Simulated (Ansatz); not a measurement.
Write a Python script for Ansatz 0.2.0, Python API that makes a few random alloy cells with their mixing energies of Tc-Re random alloys. Level of theory (first run): PBEsol, PAW, cutoff 550 eV, 8×8×8 k-points, Fermi-Dirac smearing of 0.1 eV.

The script, `tc.py`:
```python
from collections import Counter
import warnings

import ansatz as az
import numpy as np


def fcc(first, a):
    return (
        az.Lattice.fcc(a)
        .space_group(225)
        .atom(first, (0, 0, 0))
        .primitive()
    )

A_FIRST, A_LAST = 3.85, 3.89


def ground_state(name, crystal):
    calc = (
        crystal.calculation()
        .functional('PBEsol')
        .accuracy('low')
        .scf(tolerance=1e-08)
        .basis(550)
        .kpoints(spacing=0.39)
        .occupations('fermi_dirac', width=0.1)
        .band_table()
    )
    calc = calc.relax(force_tolerance=0.03, cell=True)
    return calc.run(threads=1)

def relaxed_twice(name, crystal):
    # the second pass draws mesh and plane waves anew for the relaxed cell
    first = ground_state(name, crystal)
    again = az.Crystal(lattice=az.Lattice.of(first.lattice.cell_ang))
    for site in first.report['lattice']['sites']:
        again = again.atom(site['symbol'], site['position_frac'])
    return ground_state(name, again)


def volume_per_atom(outcome):
    return abs(np.linalg.det(outcome.lattice.cell_ang)) / len(outcome.lattice.sites)


def counts(outcome):
    return Counter(site.symbol for site in outcome.lattice.sites)

warnings.simplefilter('ignore', az.DeckWarning)

phases = {'Tc': fcc('Tc', A_FIRST), 'Re': fcc('Re', A_LAST)}
for k in [4]:
    a = A_FIRST + (A_LAST - A_FIRST) * k / 8
    supercell = fcc('Tc', a).supercell(2).resolved()
    for seed in [18]:
        drawn = supercell.site_disorder().occupy('Tc', Tc=8 - k, Re=k).random(seed=seed)
        phases[f'Tc{8 - k}Re{k} seed {seed}'] = drawn.crystal

done = {}
for name, crystal in phases.items():
    done[name] = relaxed_twice(name, crystal)
    print(f'{name}: {done[name].report["energy_sigma0_ev"]:.4f} eV, {len(done[name].lattice.sites)} atoms')

# x is the share of the second element on the mixed sites; both end members stand on this same lattice
x = {name: counts(o)['Re'] / (counts(o)['Tc'] + counts(o)['Re']) for name, o in done.items()}
first, last = min(x, key=x.get), max(x, key=x.get)
energy = {name: o.report['energy_sigma0_ev'] / len(o.lattice.sites) for name, o in done.items()}
volume = {name: volume_per_atom(o) for name, o in done.items()}
rows = []
for name in sorted(done, key=x.get):
    line = lambda table: (1 - x[name]) * table[first] + x[name] * table[last]
    rows.append((name, x[name], 1000 * (energy[name] - line(energy)), volume[name], 100 * (volume[name] / line(volume) - 1)))
print('      cell       x(Re)  E_mix (meV/atom)  V (A^3/atom)  excess V (%)')
for row in rows:
    print(f'{str(row[0]):>10}  {row[1]:10.3f}  {row[2]:+16.1f}  {row[3]:12.3f}  {row[4]:+12.2f}')
```

```console
$ python tc.py
Tc: -5337.6028 eV, 1 atoms
Re: -10737.1593 eV, 1 atoms
Tc4Re4 seed 18: -64299.1814 eV, 8 atoms
      cell       x(Re)  E_mix (meV/atom)  V (A^3/atom)  excess V (%)
        Tc       0.000              +0.0        14.102         +0.00
Tc4Re4 seed 18       0.500             -16.7        14.344         -0.01
        Re       1.000              +0.0        14.590         +0.00
```

What to keep in mind:
- These settings explore the input space; cutoff and mesh may be short of convergence.
- For the metals among these phases the mesh is modest: differences between phases can be off by up to 40 meV an atom.
- The program warned that this SCF threshold is loose for forces or stresses.
- Spin-orbit coupling, which matters for elements this heavy, is left out.
- Cells of eight mixed sites are far from the random limit, and both end members stand on the same lattice, which need not be their own. Differences under about 40 meV an atom lie within the error of mesh and functional.
- The cells are prototypes set up for this calculation and needn't exist.
- The script silences the warnings on its input, which a real study should read.
- The whole script took 2.1 min on 1 thread of Arm Neoverse V1 (shared host), peak memory 0.62 GiB.
